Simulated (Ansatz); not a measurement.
# GeH3Se radical: one species, many methods

The task here is to estimate one member of a computed series from the others.

Computed with Ansatz 0.2.0, Gaussian basis. Level: functionals in def2-TZVPP, the program's frozen cores in correlated methods.

The runs, in order: LDA (SPW92), PBE-D4, revPBE-D4, BLYP-D4, r2SCAN-D4, B97M-V, PBE0-D4, B3LYP-D4, r2SCANh-D4, r2SCAN0-D4, HSE06-D4, BHLYP-D4, CAM-B3LYP-D4, LC-ωPBE, ωB97X-V, ωB97M-V, B2PLYP, PBE-QIDH; CCSD(T)/def2-SVP; CCSD(T)/def2-TZVPP; CCSD(T)/def2-QZVPP; extrapolation to the limit; RPA on PBE.

### The geometry

An earlier PBE0-D4 in a triple-zeta def2 set relaxation fixed the geometry.

SMILES `[GeH2][SeH]`, 5 atoms, charge 0, spin multiplicity 2.

Atoms are counted from 1 here; the program's logs count them from 0.

Bond lengths: Ge1–Se2 2.351 Å, Ge1–H3 1.550 Å, Ge1–H4 1.547 Å, Se2–H5 1.469 Å. Angles: Se2–Ge1–H3 109.3°, Se2–Ge1–H4 104.7°, H3–Ge1–H4 110.3°, Ge1–Se2–H5 92.9°.

The first run:

The input, in.yaml:

```yaml
crystal:
  periodic: [false, false, false]
  atoms:
    - {symbol: Ge, position_ang: [-0.689492, -0.410779, 0.276227]}
    - {symbol: Se, position_ang: [0.635197, 1.451955, -0.274943]}
    - {symbol: H, position_ang: [0.167148, -1.698097, 0.171894]}
    - {symbol: H, position_ang: [-1.809085, -0.424334, -0.790830]}
    - {symbol: H, position_ang: [1.746332, 1.007556, 0.576252]}
basis:
  gaussian: {orbitals: def2-TZVPP}
magnetization: {spin_polarized: true, initial_magnetization: 1}
hamiltonian: {xc: lda}
output: {orbitals: {seedname: orbitals}}
```

The run is started by

```bash
$ ansatz run in.yaml --threads 2 --pin off --events-out ev --progress --plain --max-ram 32768MiB --backend cpu
```

Among the steps run: LDA; PBE-D4 (GGA); revPBE-D4 (GGA); BLYP-D4 (GGA); r2SCAN-D4 (meta-GGA); B97M-V (meta-GGA); PBE0-D4 (hybrid); B3LYP-D4 (hybrid); r2SCANh-D4 (hybrid); r2SCAN0-D4 (hybrid); HSE06-D4 (hybrid); BHLYP-D4 (hybrid); CAM-B3LYP-D4 (range-separated); LC-ωPBE (range-separated); ωB97X-V (range-separated); ωB97M-V (range-separated); B2PLYP (double hybrid); PBE-QIDH (double hybrid).

One table of the session follows, with a row left open; its other results are not shown here.

It belongs to the step «Frontier levels by functional». 

| functional | HOMO (eV) | LUMO (eV) | gap (eV) |
| --- | --- | --- | --- |
| LDA (SPW92) | -4.95 | -4.17 | 0.78 |
| PBE-D4 | -4.92 | -3.85 | 1.08 |
| revPBE-D4 | -4.90 | -3.73 | 1.18 |
| BLYP-D4 | -4.73 | -3.85 | 0.88 |
| r2SCAN-D4 | -5.28 | -3.53 | 1.75 |
| B97M-V | -5.17 | -3.89 | 1.27 |
| PBE0-D4 | -6.02 | -3.00 | 3.02 |
| B3LYP-D4 | -5.76 | -3.36 | 2.39 |
| r2SCANh-D4 | -5.68 | -3.22 | 2.46 |
| r2SCAN0-D4 | -6.27 | -2.76 | 3.51 |
| HSE06-D4 | -5.63 | -3.37 | 2.26 |
| BHLYP-D4 | -6.92 | -2.21 | 4.71 |
| CAM-B3LYP-D4 | -7.21 | -2.11 | 5.10 |
| LC-ωPBE | ? | ? | ? |
| ωB97X-V | -8.12 | -1.18 | 6.95 |
| ωB97M-V | -7.97 | -1.24 | 6.73 |

**Question.** Estimate the row for LC-ωPBE.

As computed: HOMO (eV): -8.58; LUMO (eV): -0.76; gap (eV): 7.82. In the column «HOMO (eV)» it is the lowest.
